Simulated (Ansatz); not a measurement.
# NaSe+ (singlet): the correlation ladder, cc-pVTZ

An exercise on one series of results from a longer session: the logs are not shown, and one member is left open.

Method: cc-pVTZ, core rule «outside noble gas», up to 19 orbitals frozen; program: Ansatz 0.2.0, Gaussian basis.

To be run: UHF; CCSD(T) on RHF; CCSD(T) on UHF; BCCD(T) on RHF; CISD; CCSDT(Q) on RHF; CCSDT(Q) on UHF.

12 further runs of the same task are left out: 5 for a known fault of the program, 7 set aside as unsound or not needed.

## What is computed

The geometry is a PBE0/def2-TZVP stationary point (not a proven minimum). No spin-orbit coupling is included. The filled d shell of Se may be among the frozen orbitals whatever the setting's name suggests; the logs give the count.

2 atoms, charge 1, spin multiplicity 1.

Atoms are counted from 1 here; the program's logs count them from 0.

Bond lengths: Se1–Na2 2.952 Å.

As a file:

```xyz
2
charge 1, multiplicity 1
Se    0.00000    0.00000    0.00000
Na    0.00000    0.00000    2.95200
```

Set-up of the first run:

in.yaml reads:

```yaml
crystal:
  periodic: [false, false, false]
  atoms:
    - {symbol: Se, position_ang: [0.000000, 0.000000, 0.000000]}
    - {symbol: Na, position_ang: [0.000000, 0.000000, 2.952000]}
basis:
  gaussian: {orbitals: cc-pVTZ}
total_charge: 1
magnetization: {spin_polarized: true, initial_magnetization: 0}
hamiltonian: {xc: hf}
output: {orbitals: {seedname: orbitals}}
```

Launch:

```console
ansatz run in.yaml --threads 1 --pin off --events-out ev --progress --plain --max-ram 2393MiB
```

Steps of the session up to this table: UHF; CCSD(T) on RHF; CCSD(T) on UHF; BCCD(T) on RHF; CISD; CCSDT(Q) on RHF; CCSDT(Q) on UHF.

One of the session's tables, all rows but one given; the rest of the session is left out.

| method | from RCCSDT(Q) (kcal/mol) |
| --- | --- |
| RHF | +100.70 |
| UHF | +62.57 |
| RMP2 | +28.35 |
| UMP2 | +2.58 |
| CISD | +14.42 |
| RCCSD | +9.27 |
| UCCSD | -13.03 |
| RCCSD(T) | +4.80 |
| UCCSD(T) | ? |
| BCCD(T) | +4.88 |
| RCCSDT | +0.67 |
| UCCSDT | -24.01 |
| RCCSDT(Q) | 0 |
| UCCSDT(Q) | -25.66 |

**Question.** Estimate the row for UCCSD(T).

The run gave: from RCCSDT(Q) (kcal/mol): -17.12. In the column «from RCCSDT(Q) (kcal/mol)» it lies between UCCSDT (-24.01) and UCCSD (-13.03).

The program flags UCCSD(T), RCCSDT(Q), UCCSDT(Q) as in doubt (see the logs), so the zero of the table is itself unsure.

Limits of these values: The determinant is far from a pure spin state, so its energy mixes those of several spin states (harmless only where they are near-degenerate, as at dissociation). The report flags that the cluster equations may have other roots. The program flags UCCSD(T), RCCSDT(Q), UCCSDT(Q) as in doubt, so the zero of the table is itself unsure. Warnings: restricted reference is unstable; spin contamination. Restricted and unrestricted rows rest on different reference determinants; where their highest levels disagree by more than a few hundredths of an eV, they describe different states and don't form one ladder.
